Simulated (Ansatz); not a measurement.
# Si2F6: one species, many methods

An exercise on one series of results from a longer session: the logs are not shown, and one member is left open.

Computed with Ansatz 0.2.0, Gaussian basis. Level: functionals in def2-TZVPP, the program's frozen cores in correlated methods.

Levels to be run: LDA (SPW92), PBE-D4, revPBE-D4, BLYP-D4, r2SCAN-D4, B97M-V, PBE0-D4, B3LYP-D4, r2SCANh-D4, r2SCAN0-D4, HSE06-D4, BHLYP-D4, CAM-B3LYP-D4, LC-ωPBE, ωB97X-V, ωB97M-V, B2PLYP, PBE-QIDH; CCSD(T)/def2-SVP; CCSD(T)/def2-TZVPP; MP2/def2-QZVPP; extrapolation to the limit; RPA on PBE.

**The relaxed structure**

The geometry comes from an earlier relaxation with PBE0-D4 in a triple-zeta def2 set; it is a stationary point, not always the lowest conformer.

SMILES `F[Si](F)(F)[Si](F)(F)F`, 8 atoms, charge 0, spin multiplicity 1.

Atoms are counted from 1 here; the program's logs count them from 0.

Bond lengths: F1–Si2 1.574 Å, Si2–F3 1.574 Å, Si2–F4 1.574 Å, Si2–Si5 2.331 Å, Si5–F6 1.574 Å, Si5–F7 1.574 Å, Si5–F8 1.574 Å. Angles: F1–Si2–F3 108.3°, F1–Si2–F4 108.3°, F1–Si2–Si5 110.6°, F3–Si2–F4 108.3°, F3–Si2–Si5 110.6°, F4–Si2–Si5 110.6°, Si2–Si5–F6 110.6°, Si2–Si5–F7 110.6°, Si2–Si5–F8 110.6°, F6–Si5–F7 108.3°, F6–Si5–F8 108.3°, F7–Si5–F8 108.3°.

Set-up of the first run:

in.yaml reads:

```yaml
crystal:
  periodic: [false, false, false]
  atoms:
    - {symbol: F, position_ang: [0.372285, -1.843298, 1.267982]}
    - {symbol: Si, position_ang: [0.800462, -0.855339, 0.119803]}
    - {symbol: F, position_ang: [0.946687, -1.679905, -1.213021]}
    - {symbol: F, position_ang: [2.207837, -0.252534, 0.485359]}
    - {symbol: Si, position_ang: [-0.777441, 0.840998, -0.133868]}
    - {symbol: F, position_ang: [-0.932196, 1.657943, 1.202685]}
    - {symbol: F, position_ang: [-0.343118, 1.835727, -1.273865]}
    - {symbol: F, position_ang: [-2.182216, 0.239309, -0.511074]}
basis:
  gaussian: {orbitals: def2-TZVPP}
hamiltonian: {xc: lda}
output: {orbitals: {seedname: orbitals}}
```

Command:

```sh
$ ansatz run in.yaml --threads 2 --pin off --events-out ev --progress --plain --max-ram 22528MiB --backend cpu
```

Steps of the session up to this table: LDA; PBE-D4 (GGA); revPBE-D4 (GGA); BLYP-D4 (GGA); r2SCAN-D4 (meta-GGA); B97M-V (meta-GGA); PBE0-D4 (hybrid); B3LYP-D4 (hybrid); r2SCANh-D4 (hybrid); r2SCAN0-D4 (hybrid); HSE06-D4 (hybrid); BHLYP-D4 (hybrid); CAM-B3LYP-D4 (range-separated); LC-ωPBE (range-separated); ωB97X-V (range-separated); ωB97M-V (range-separated); B2PLYP (double hybrid); PBE-QIDH (double hybrid).

One table of the session follows, with a row left open; its other results are not shown here.

It belongs to the step «Frontier levels by functional». 

| functional | HOMO (eV) | gap (eV) |
| --- | --- | --- |
| LDA (SPW92) | -9.04 | 6.99 |
| PBE-D4 | -8.82 | 7.11 |
| revPBE-D4 | -8.72 | 7.17 |
| BLYP-D4 | -8.74 | 7.21 |
| r2SCAN-D4 | -9.19 | 7.76 |
| B97M-V | -9.24 | 7.63 |
| PBE0-D4 | -10.37 | 9.52 |
| B3LYP-D4 | ? | ? |
| r2SCANh-D4 | -9.76 | 8.63 |
| r2SCAN0-D4 | -10.62 | 9.93 |
| HSE06-D4 | -9.96 | 8.73 |
| BHLYP-D4 | -11.88 | 11.94 |
| CAM-B3LYP-D4 | -11.82 | 12.04 |
| LC-ωPBE | -13.06 | 14.51 |
| ωB97X-V | -12.74 | 14.06 |
| ωB97M-V | -12.51 | 13.52 |

**Question.** Estimate the row for B3LYP-D4.

Worked estimate for «HOMO (eV)». Against the share of exact exchange, BLYP-D4 (0, -8.74), BHLYP-D4 (0.5, -11.88) give a slope of -6.28 per unit share; at 0.2 the line stands at -10.00.

**Answer.** HOMO (eV): -10.16; gap (eV): 9.11. In «HOMO (eV)» the line misses by +0.16.
